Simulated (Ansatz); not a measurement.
**C4H3F3: a ladder of functionals and wavefunction methods**

One table from this session's results is given with a row withheld; the runs are named, their logs left out.

The runs use Ansatz 0.2.0, Gaussian basis; functionals in def2-TZVPP, the program's frozen cores in correlated methods.

Levels to be run: LDA (SPW92), PBE-D4, revPBE-D4, BLYP-D4, r2SCAN-D4, B97M-V, PBE0-D4, B3LYP-D4, r2SCANh-D4, r2SCAN0-D4, HSE06-D4, BHLYP-D4, CAM-B3LYP-D4, LC-ωPBE, ωB97X-V, ωB97M-V, B2PLYP, PBE-QIDH; CCSD(T)/def2-SVP; CCSD(T)/def2-TZVPP; MP2/def2-QZVPP; extrapolation to the limit; RPA on PBE.

## Structure used throughout

The geometry comes from an earlier relaxation with PBE0-D4 in a triple-zeta def2 set; it is a stationary point, not always the lowest conformer.

SMILES `FC1=C[C@H](F)[C@H]1F`, 10 atoms, charge 0, spin multiplicity 1.

Atoms are counted from 1 here; the program's logs count them from 0.

Bond lengths: F1–C2 1.311 Å, C2–C3 1.330 Å, C2–C6 1.491 Å, C3–C4 1.503 Å, C3–H8 1.080 Å, C4–F5 1.375 Å, C4–C6 1.552 Å, C4–H9 1.092 Å, C6–F7 1.370 Å, C6–H10 1.092 Å. Angles: F1–C2–C3 134.0°, F1–C2–C6 129.0°, C3–C2–C6 97.0°, C2–C3–C4 91.3°, C2–C3–H8 135.8°, C4–C3–H8 132.8°, C3–C4–F5 115.5°, C3–C4–C6 87.6°, C3–C4–H9 116.7°, F5–C4–C6 114.7°, F5–C4–H9 108.2°, C6–C4–H9 113.1°, C2–C6–C4 83.6°, C2–C6–F7 116.5°, C2–C6–H10 116.6°, C4–C6–F7 116.5°, C4–C6–H10 113.1°, F7–C6–H10 108.9°.

Geometry (Å):

```
F    -0.06163   -0.93510   -2.21799
C    -0.07505   -0.52868   -0.97132
C    -0.28403   -1.13294    0.19471
C     0.06444    0.12100    0.94669
F    -0.92032    0.60891    1.77330
C     0.17218    0.83726   -0.42613
F     1.38241    1.40467   -0.72494
H    -0.58508   -2.11992    0.51268
H     1.00484    0.11516    1.50182
H    -0.61446    1.57834   -0.58583
```

The first run:

The input, in.yaml:

```yaml
crystal:
  periodic: [false, false, false]
  atoms:
    - {symbol: F, position_ang: [-0.061633, -0.935100, -2.217988]}
    - {symbol: C, position_ang: [-0.075048, -0.528680, -0.971324]}
    - {symbol: C, position_ang: [-0.284031, -1.132937, 0.194710]}
    - {symbol: C, position_ang: [0.064443, 0.120998, 0.946688]}
    - {symbol: F, position_ang: [-0.920318, 0.608910, 1.773304]}
    - {symbol: C, position_ang: [0.172183, 0.837259, -0.426126]}
    - {symbol: F, position_ang: [1.382409, 1.404669, -0.724937]}
    - {symbol: H, position_ang: [-0.585083, -2.119918, 0.512682]}
    - {symbol: H, position_ang: [1.004836, 0.115161, 1.501824]}
    - {symbol: H, position_ang: [-0.614459, 1.578338, -0.585833]}
basis:
  gaussian: {orbitals: def2-TZVPP}
hamiltonian: {xc: lda}
output: {orbitals: {seedname: orbitals}}
```

Run with:

```console
ansatz run in.yaml --threads 4 --pin off --events-out ev --progress --plain --max-ram 10444MiB
```

Steps of the session up to this table: LDA; PBE-D4 (GGA); revPBE-D4 (GGA); BLYP-D4 (GGA); r2SCAN-D4 (meta-GGA); B97M-V (meta-GGA); B3LYP-D4 (hybrid); r2SCANh-D4 (hybrid); r2SCAN0-D4 (hybrid); HSE06-D4 (hybrid); BHLYP-D4 (hybrid); CAM-B3LYP-D4 (range-separated); LC-ωPBE (range-separated); ωB97X-V (range-separated); ωB97M-V (range-separated); B2PLYP (double hybrid); PBE-QIDH (double hybrid).

One of the session's tables, all rows but one given; the rest of the session is left out.

It belongs to the step «Orbital energies across the functionals». 

```
  functional  HOMO (eV)  gap (eV)
 LDA (SPW92)      -7.32      5.49
      PBE-D4      -7.11      5.56
   revPBE-D4      -7.03      5.60
     BLYP-D4      -6.97      5.53
   r2SCAN-D4      -7.35      6.04
      B97M-V      -7.39      6.15
     PBE0-D4      -8.37      7.85
    B3LYP-D4      -8.14      7.35
  r2SCANh-D4          ?         ?
  r2SCAN0-D4      -8.53      8.15
    HSE06-D4      -7.96      7.06
    BHLYP-D4      -9.49     10.07
CAM-B3LYP-D4      -9.73     10.34
     LC-ωPBE     -11.09     12.93
     ωB97X-V     -10.69     12.47
     ωB97M-V     -10.59     12.24
```

Q: Estimate the row for r2SCANh-D4 from the others.

Worked estimate for «HOMO (eV)». Against the share of exact exchange, r2SCAN-D4 (0, -7.35), r2SCAN0-D4 (0.25, -8.53) give a slope of -4.72 per unit share; at 0.1 the line stands at -7.82.

As computed: HOMO (eV): -7.82; gap (eV): 6.89. In «HOMO (eV)» the line misses by 0.00.
